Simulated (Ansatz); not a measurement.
# H3HfN: the cost of one run

Program: Ansatz 0.2.0, Gaussian basis. Level of theory: def2-SVP, core rule «outside noble gas», up to 5 orbitals frozen. These are calculated values, not measurements.

To be run: UHF; CCSD(T) on ROHF; CCSD(T) on UHF; CISD; CCSDT(Q) on ROHF; CCSDT(Q) on UHF.

6 further runs of the same task are left out: 6 set aside as unsound or not needed.

**1. The system**

The geometry is a PBE0/def2-TZVP stationary point (not a proven minimum) of the parent state, kept for this charge and spin. No spin-orbit coupling is included. Elements past krypton take def2 core potentials.

5 atoms, charge 0, spin multiplicity 5.

Atoms are counted from 1 here; the program's logs count them from 0.

Bond lengths: Hf1–N2 2.347 Å, N2–H3 1.020 Å, N2–H4 1.020 Å, N2–H5 1.020 Å. Angles: Hf1–N2–H3 111.5°, Hf1–N2–H4 111.5°, Hf1–N2–H5 111.5°, H3–N2–H4 107.4°, H3–N2–H5 107.4°, H4–N2–H5 107.4°.

Coordinates:

```xyz
5
H3HfN
Hf   -0.2102    0.0016    0.0016
N     2.1367   -0.0159   -0.0164
H     2.5032   -0.9679   -0.0144
H     2.5201    0.4600    0.8003
H     2.5074    0.4517   -0.8437
```

**2. UHF**

Input file in.yaml:

```yaml
crystal:
  periodic: [false, false, false]
  atoms:
    - {symbol: Hf, position_ang: [-0.210200, 0.001568, 0.001612]}
    - {symbol: N, position_ang: [2.136700, -0.015941, -0.016386]}
    - {symbol: H, position_ang: [2.503190, -0.967894, -0.014388]}
    - {symbol: H, position_ang: [2.520091, 0.460019, 0.800319]}
    - {symbol: H, position_ang: [2.507421, 0.451692, -0.843682]}
basis:
  gaussian: {orbitals: def2-SVP}
magnetization: {spin_polarized: true, initial_magnetization: 4}
hamiltonian: {xc: hf}
output: {orbitals: {seedname: orbitals}}
```

The run is started by

```
$ ansatz run in.yaml --threads 1 --pin off --events-out ev --progress --plain --max-ram 2816MiB --backend cpu
```

What time and memory should one allow on 1 thread of AMD EPYC 7R13, shared host?

About 14 s, with a peak of 0.26 GiB.
